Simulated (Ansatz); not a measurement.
**Ga₂SiH (doublet): the correlation ladder, cc-pVDZ**

The task here is to estimate one member of a computed series from the others.

Method: cc-pVDZ, core rule «outside noble gas», up to 33 orbitals frozen; program: Ansatz 0.2.0, Gaussian basis.

The runs, in order: UHF; CCSD(T) on ROHF; CCSD(T) on UHF; BCCD(T) on ROHF; CISD as a restricted active space (open shells left free, so some higher excitations enter); CCSDT(Q) on ROHF; CCSDT(Q) on UHF; CASSCF and MRCISD+Q, 9 electrons in 9 orbitals; CASSCF and NEVPT2, 9 electrons in 9 orbitals.

27 further runs of the same task are left out: 2 for a known fault of the program, 13 that didn't finish, 12 set aside as unsound or not needed. Runs told in other sessions of the task aren't counted.

## What is computed

The geometry is a PBE0/def2-TZVP stationary point (not a proven minimum). No spin-orbit coupling is included. The filled d shell of Ga may be among the frozen orbitals whatever the setting's name suggests.

4 atoms, charge 0, spin multiplicity 2.

Atoms are counted from 1 here; the program's logs count them from 0.

Bond lengths: Ga1–Si2 2.533 Å, Si2–Ga3 2.533 Å, Si2–H4 1.526 Å. Angles: Ga1–Si2–Ga3 167.3°, Ga1–Si2–H4 96.3°, Ga3–Si2–H4 96.4°.

The first run:

Contents of in.yaml:

```yaml
crystal:
  periodic: [false, false, false]
  atoms:
    - {symbol: Ga, position_ang: [-0.000002, -0.521534, 2.517171]}
    - {symbol: Si, position_ang: [-0.000013, -0.241379, -0.000032]}
    - {symbol: Ga, position_ang: [-0.000002, -0.521533, -2.517195]}
    - {symbol: H, position_ang: [0.000016, 1.284446, 0.000056]}
basis:
  gaussian: {orbitals: cc-pVDZ}
magnetization: {spin_polarized: true, initial_magnetization: 1}
hamiltonian: {xc: hf}
output: {orbitals: {seedname: orbitals}}
```

Started as:

```bash
$ ansatz run in.yaml --threads 1 --pin off --events-out ev --progress --plain --max-ram 2393MiB
```

Among the steps run: UHF; CCSD(T) on ROHF; CCSD(T) on UHF; BCCD(T) on ROHF; CISD as a restricted active space (open shells left free, so some higher excitations enter); CCSDT(Q) on ROHF; CCSDT(Q) on UHF; CASSCF and MRCISD+Q, 9 electrons in 9 orbitals; CASSCF and NEVPT2, 9 electrons in 9 orbitals.

One of the session's tables, all rows but one given; the rest of the session is left out.

| method | from UCCSDT(Q) (kcal/mol) |
| --- | --- |
| ROHF | +141.46 |
| UHF | +139.39 |
| RMP2 | +34.22 |
| UMP2 | +35.14 |
| CISD | +22.13 |
| RCCSD | +6.70 |
| UCCSD | ? |
| RCCSD(T) | +1.50 |
| UCCSD(T) | +1.53 |
| BCCD(T) | +1.45 |
| RCCSDT | +0.42 |
| UCCSDT | +0.42 |
| RCCSDT(Q) | +0.01 |
| UCCSDT(Q) | 0 |
| CASSCF frontier | +106.05 |
| NEVPT2 frontier | +32.28 |

Estimate the missing values for UCCSD.

The run gave: from UCCSDT(Q) (kcal/mol): +6.65. In the column «from UCCSDT(Q) (kcal/mol)» it lies between UCCSD(T) (+1.53) and RCCSD (+6.70).

Not comparable, so not listed: CASSCF and MRCISD+Q, 9 electrons in 9 orbitals (they don't share determinant, frozen orbitals or solution with the rows shown, or repeat one).

Limits of these values: Restricted and unrestricted rows rest on different reference determinants; a gap between their highest levels can come from leftover correlation error, from unlike frozen cores or from another state. Warnings in the runs' records: passed over end.
